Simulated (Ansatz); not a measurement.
# GaSiH₂+ (singlet): from Hartree-Fock to the top rungs, cc-pVTZ

The task here is to estimate one member of a computed series from the others.

The runs use Ansatz 0.2.0, Gaussian basis; cc-pVTZ, core rule «outside noble gas», up to 19 orbitals frozen.

To be run: UHF; CCSD(T) on RHF; BCCD(T) on RHF.

15 further runs of the same task are left out: 4 for a known fault of the program, 11 set aside as unsound or not needed. Runs told in other sessions of the task aren't counted.

## The geometry

The geometry is a PBE0/def2-TZVP stationary point (not a proven minimum) of the parent state, kept for this charge and spin. No spin-orbit coupling is included. The filled d shell of Ga may be among the frozen orbitals whatever the setting's name suggests.

4 atoms, charge 1, spin multiplicity 1.

Atoms are counted from 1 here; the program's logs count them from 0.

Bond lengths: Si1–Ga2 2.397 Å, Ga2–H3 1.578 Å, Ga2–H4 1.578 Å. Angles: Si1–Ga2–H3 121.5°, Si1–Ga2–H4 121.5°, H3–Ga2–H4 117.0°.

As a file:

```xyz
4
GaH2Si
Si    0.00000    0.00000    1.73904
Ga    0.00000    0.00000   -0.65766
H     0.00000    1.34560   -1.48221
H     0.00000   -1.34560   -1.48221
```

Set-up of the first run:

Contents of in.yaml:

```yaml
crystal:
  periodic: [false, false, false]
  atoms:
    - {symbol: Si, position_ang: [0.000000, 0.000000, 1.739044]}
    - {symbol: Ga, position_ang: [0.000000, 0.000000, -0.657659]}
    - {symbol: H, position_ang: [0.000000, 1.345603, -1.482210]}
    - {symbol: H, position_ang: [0.000000, -1.345603, -1.482210]}
basis:
  gaussian: {orbitals: cc-pVTZ}
total_charge: 1
magnetization: {spin_polarized: true, initial_magnetization: 0}
hamiltonian: {xc: hf}
output: {orbitals: {seedname: orbitals}}
```

Run with:

```console
$ ansatz run in.yaml --threads 1 --pin off --events-out ev --progress --plain --max-ram 4096MiB --backend cpu
```

Steps of the session up to this table: UHF; CCSD(T) on RHF; BCCD(T) on RHF.

One table of the session follows, with a row left open; its other results are not shown here.

```
  method  from RCCSD(T) (kJ/mol)
     RHF                  +473.6
     UHF                       ?
    RMP2                  +113.8
   RCCSD                   +12.8
RCCSD(T)                       0
 BCCD(T)                     0.0
```

**Question.** Estimate the row for UHF.

**Answer.** from RCCSD(T) (kJ/mol): +441.5. In the column «from RCCSD(T) (kJ/mol)» it lies between RMP2 (+113.8) and RHF (+473.6).

To keep in mind: The determinant of HF (⟨S²⟩ 0.75) is far from a pure spin state, so its energy mixes those of several spin states; that is harmless only where they are near-degenerate. Warnings: restricted reference is unstable; spin contamination.
